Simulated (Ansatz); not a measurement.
# GaHI2: the cost of one run

Computed with Ansatz 0.2.0, Gaussian basis. Level: the settings change from run to run.

1 further run of the same task is left out (for a known fault of the program).

### 1 The geometry

The geometry comes from an earlier relaxation with PBE0-D4 in a triple-zeta def2 set; it is a stationary point. I takes a core potential in def2 sets; no spin-orbit term is included.

4 atoms, charge 0, spin multiplicity 1.

Atoms are counted from 1 here; the program's logs count them from 0.

Bond lengths: I1–Ga2 2.475 Å, Ga2–I3 2.475 Å, Ga2–H4 1.554 Å. Angles: I1–Ga2–I3 117.1°, I1–Ga2–H4 121.5°, I3–Ga2–H4 121.5°.

### 2 r2SCAN50/def2-mTZVP

This run has charge -1, multiplicity 2, a grid of angular degree 47, D4 dispersion.

in.yaml

```yaml
crystal:
  periodic: [false, false, false]
  atoms:
    - {symbol: I, position_ang: [-2.246985, 0.003747, -0.650126]}
    - {symbol: Ga, position_ang: [0.147661, 0.198886, -0.055232]}
    - {symbol: I, position_ang: [1.199065, -1.754204, 1.043076]}
    - {symbol: H, position_ang: [0.955660, 1.491271, -0.358117]}
basis:
  gaussian: {orbitals: def2-mTZVP, final_grid: {core_spheres: 20, valence_spheres: 16, degree: 47}}
total_charge: -1
magnetization: {spin_polarized: true, initial_magnetization: 1}
hamiltonian: {xc: {name: r2SCAN50}, dispersion: d4}
```

Command:

```bash
$ ansatz run in.yaml --threads 2 --pin off --events-out ev --progress --plain --max-ram 4352MiB
```

What time and memory should one allow on 2 threads of Arm Neoverse V2, shared host?

About 32 s, with a peak of 0.46 GiB.
